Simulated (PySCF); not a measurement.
**How the numerical set-up moves the result for GeP⁻**

The method stays; parts of the set-up, such as the basis or the Hamiltonian, are changed.

Method: method and basis as typed in the scripts; program: PySCF 2.14.0.

1 further run of the same task is left out (it didn't finish).

## 1. The starting structure

GeP⁻: 2 atoms, charge -1, spin multiplicity 1.

Bond lengths: Ge1–P2 2.441 Å.

## 2. Base script

input.py

```python
from pyscf import gto, dft

mol = gto.M(
    atom='Ge 0 0 0; P 0 0 2.441',
    basis='6-31g',
    charge=-1,
    spin=0,
    verbose=4,
)
mf = dft.UKS(mol, xc='camb3lyp')
mf.kernel()
g = mf.nuc_grad_method()
g.grid_response = True
g.kernel()
mf.dip_moment()
print('orbital energies (hartree):', [e[max(0, n-3):n+3].round(4) for e, n in zip(mf.mo_energy, mol.nelec)])
```

Run with:

```sh
OMP_NUM_THREADS=1 python input.py
```

Its log is not repeated here.

It gives: E(SCF) = -2418.086873 Eh, 14 cycles, gradient on the second atom 0.0798 Eh/bohr.

The bond length is a typed value, not an optimised one. The dipole of an ion depends on the origin.

## 3. Integration grid 0

Run 1 changes integration grid: default → 0.

input.py

```python
from pyscf import gto, dft

mol = gto.M(
    atom='Ge 0 0 0; P 0 0 2.441',
    basis='6-31g',
    charge=-1,
    spin=0,
    verbose=4,
)
mf = dft.UKS(mol, xc='camb3lyp')
mf.grids.level = 0
mf.kernel()
g = mf.nuc_grad_method()
g.grid_response = True
g.kernel()
mf.dip_moment()
print('orbital energies (hartree):', [e[max(0, n-3):n+3].round(4) for e, n in zip(mf.mo_energy, mol.nelec)])
```

Run with:

```sh
OMP_NUM_THREADS=1 python input.py
```

## 4. Crenbl (core potential on)

Run 2 changes basis set: 6-31g → crenbl; core potential: off → on. The core potential changes with it: totals don't compare.

Changes to input.py since step 2:

```diff
@@ -4,3 +4,4 @@
     atom='Ge 0 0 0; P 0 0 2.441',
-    basis='6-31g',
+    basis='crenbl',
+    ecp={'Ge': 'crenbl', 'P': 'crenbl'},
     charge=-1,
```

## 5. Integration grid (20, 50)

Run 3 changes integration grid: default → (20, 50).

Changes to input.py since step 2:

```diff
@@ -10,2 +10,3 @@
 mf = dft.UKS(mol, xc='camb3lyp')
+mf.grids.atom_grid = (20, 50)
 mf.kernel()
```

## 6. Density fitting auto

Run 4 changes density fitting: none → auto.

Changes to input.py since step 2:

```diff
@@ -10,2 +10,3 @@
 mf = dft.UKS(mol, xc='camb3lyp')
+mf = mf.density_fit()
 mf.kernel()
```

## 7. X2c-svpall (X2C on)

Run 5 changes basis set: 6-31g → x2c-svpall; spin-free X2C: off → on.

Changes to input.py since step 2:

```diff
@@ -4,3 +4,3 @@
     atom='Ge 0 0 0; P 0 0 2.441',
-    basis='6-31g',
+    basis='x2c-svpall',
     charge=-1,
@@ -10,2 +10,3 @@
 mf = dft.UKS(mol, xc='camb3lyp')
+mf = mf.sfx2c1e()
 mf.kernel()
```

What does the calculation give? Wanted: for each run, E(SCF); from base; gap.

As calculated:

```csv
run,E(SCF) (hartree),from base (eV),cycles,gap (eV),functions
base,-2418.086873,0,14,5.31,40
integration grid 0 (poor choice),-2418.106640,-0.5379,14,5.31,40
crenbl (core potential on),-102.623610,not comparable,14,5.40,48
"integration grid (20, 50) (poor choice)",-2418.098203,-0.3083,14,5.31,40
density fitting auto,-2417.984208,+2.7937,14,5.31,40
x2c-svpall (X2C on),-2440.620834,not comparable,13,5.35,50
```

**Reading.** The largest comparable shift of the SCF energy, +2.794 eV, comes with the run “density fitting auto”. Rows marked «poor choice» come from settings spoiled on purpose.
